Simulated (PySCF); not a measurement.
# C5H5Cl3O: the cost of one run

Programs: PySCF 2.14.0, with routines of our own; each step states its level. All values are computed. Atoms count from 0.

## 1. The starting structure

14 atoms, charge 0, multiplicity 1; geometry from: GFN2-xTB.

## 2. Magnetic properties: GIAO PBE0/pcSseg-1

What the job is given:

```
{"job": {"kind": "mag", "xc": "PBE0", "basis": "pcSseg-1", "isotopologues": 0}, "charge": 0, "multiplicity": 1}
C     -1.775703    -0.423995     0.391384
C     -0.809410     0.253167    -0.551045
O     -0.792111     1.703780    -0.422317
C      0.523969     1.632655    -0.080980
C      0.655559     0.298573    -0.161438
C      1.693269    -0.706913     0.034001
Cl     1.829444    -1.766830    -1.403904
Cl     3.261632     0.065465     0.327694
Cl     1.313110    -1.763876     1.436848
H     -2.794201    -0.142268     0.138127
H     -1.569581    -0.125495     1.415858
H     -1.666281    -1.501238     0.304577
H     -0.992539    -0.018528    -1.592156
H      1.122163     2.495029     0.141185
```

Method: GIAO PBE0/pcSseg-1 magnetisability, rotational g tensor and spin-rotation constants, non-relativistic, gas phase.

Command:

```
$ OMP_NUM_THREADS=1 python excited_run.py task.json out
```

The driver reads the jobs from task.json and runs them one after another.

**Question.** How long does this first job take on 1 thread of Arm Neoverse N1, shared host, and how much memory does it need?

About 74 s, with a peak of 0.91 GiB.
